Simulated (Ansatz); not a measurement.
# LiScF3: the cost of one run

Computed with Ansatz 0.2.0 (DFT PBE, scalar-relativistic, plane waves, PAW, unless a step's input says otherwise).

### Step 1. The system as given

The structure is hexagonal, space group P6_3/mmc (No. 194). Conventional cell: a = 5.603 Å, b = 5.603 Å, c = 4.707 Å, α = 90.00°, β = 90.00°, γ = 120.00°. Li (site symmetry -3m) is surrounded by 6 F at 2.00 Å. Around Sc (site symmetry -6m2) lie 12 F at 2.80 to 2.86 Å. F (site symmetry mm2) is surrounded by 2 Li at 2.00 Å and 4 Sc at 2.80 to 2.86 Å.

As a file:

```
CELL_PARAMETERS angstrom
5.60340 0.00000 0.00000
-2.80170 4.85269 0.00000
0.00000 0.00000 4.70686
ATOMIC_POSITIONS crystal
Li 0.00000 0.00000 0.00000
Li 0.00000 0.00000 0.50000
Sc 0.33333 0.66667 0.75000
Sc 0.66667 0.33333 0.25000
F 0.83333 0.66667 0.75000
F 0.33333 0.16667 0.75000
F 0.83333 0.16667 0.75000
F 0.16667 0.33333 0.25000
F 0.66667 0.83333 0.25000
F 0.16667 0.83333 0.25000
```

Recipe of the guess: perovskite family, AX3 layers stacked AB|A (P6_3/mmc, No. 194). Lengths come from tabulated atomic sizes and are only a guess.

### Step 2. The guess as it stands, on a coarse mesh

File input.yaml:

```yaml
crystal:
  lattice:
    - [5.6034, 0.0, 0.0]
    - [-2.8017, 4.85268675, 0.0]
    - [0.0, 0.0, 4.706856]
  atoms:
    - { symbol: Li, position: [0.0, 0.0, 0.0] }
    - { symbol: Li, position: [0.0, 0.0, 0.5] }
    - { symbol: Sc, position: [0.33333333, 0.66666667, 0.75] }
    - { symbol: Sc, position: [0.66666667, 0.33333333, 0.25] }
    - { symbol: F, position: [0.83333333, 0.66666667, 0.75] }
    - { symbol: F, position: [0.33333333, 0.16666667, 0.75] }
    - { symbol: F, position: [0.83333333, 0.16666667, 0.75] }
    - { symbol: F, position: [0.16666667, 0.33333333, 0.25] }
    - { symbol: F, position: [0.66666667, 0.83333333, 0.25] }
    - { symbol: F, position: [0.16666667, 0.83333333, 0.25] }
basis:
  ecutwfc: 420
kpoints:
  mp_grid: { grid: [6, 6, 4] }
hamiltonian:
  xc: pbe
scf:
  occupations: { method: gaussian, width: 0.1 }
  lower_state_search: "off"
output:
  forces: true
  stress: true
  eigenvalues: true
```

Started as:

```console
ansatz run input.yaml --threads 1 --pin off --max-ram 2560MiB --backend cpu --events-out ev --progress --plain --runs-dir out
```

Q: Estimate wall time and peak memory on 1 thread of Arm Neoverse N1, shared host.

About 14 s, with a peak of 0.41 GiB.
